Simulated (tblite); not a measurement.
# C6H9GaO2: the cost of one run

Computed with tblite 0.8.0 and PySCF 2.14.0, with density-fitted response routines of our own, on a single molecule in the gas phase. Atoms count from 0, in the outputs and in this text.

## 1. The molecule as given

18 atoms, charge 0, multiplicity 1; geometry from: force field or distance geometry start.

Bonds of the start (Å): C0–C1 1.33, C1–C2 1.47, C2–C3 1.34, C3–C4 1.51, C4–O5 1.42, O5–Ga6 1.85, Ga6–O7 1.87, O7–C8 1.27, C8–C2 1.49, C0–H9 1.07, C0–H10 1.09, C1–H11 1.09, C3–H12 1.09, C4–H13 1.10, C4–H14 1.12, Ga6–H15 1.61, Ga6–H16 1.60, C8–H17 1.08.

## 2. Geometry optimisation with GFN2-xTB

What the job is given:

```
{"job": {"kind": "relax", "xc": "GFN2-xTB", "basis": "xTB"}, "charge": 0, "multiplicity": 1}
C      2.845400     0.442700    -0.983200
C      2.089600    -0.396500    -0.277700
C      0.714200    -0.109100     0.167200
C     -0.020100    -1.100800     0.689600
C     -1.413500    -0.941600     1.253700
O     -2.377500    -1.026100     0.220500
Ga    -2.326800     0.493400    -0.835600
O     -0.969600     1.629200    -0.223100
C      0.205000     1.292100     0.116200
H      3.835700     0.163100    -1.271500
H      2.460500     1.408200    -1.301100
H      2.524800    -1.366700    -0.019700
H      0.407500    -2.099400     0.775400
H     -1.597800    -1.774800     1.951100
H     -1.520700     0.003200     1.844500
H     -3.748200     1.251500    -0.764300
H     -2.001400     0.055200    -2.343000
H      0.884300     2.082800     0.382700
```

Command:

```bash
OMP_NUM_THREADS=1 python probes_run.py task.json out
```

The driver reads the jobs from task.json and runs them one after another.

**Question.** How long does this first job take on 1 thread of Arm Neoverse N1, shared host?

About 2.1 s.
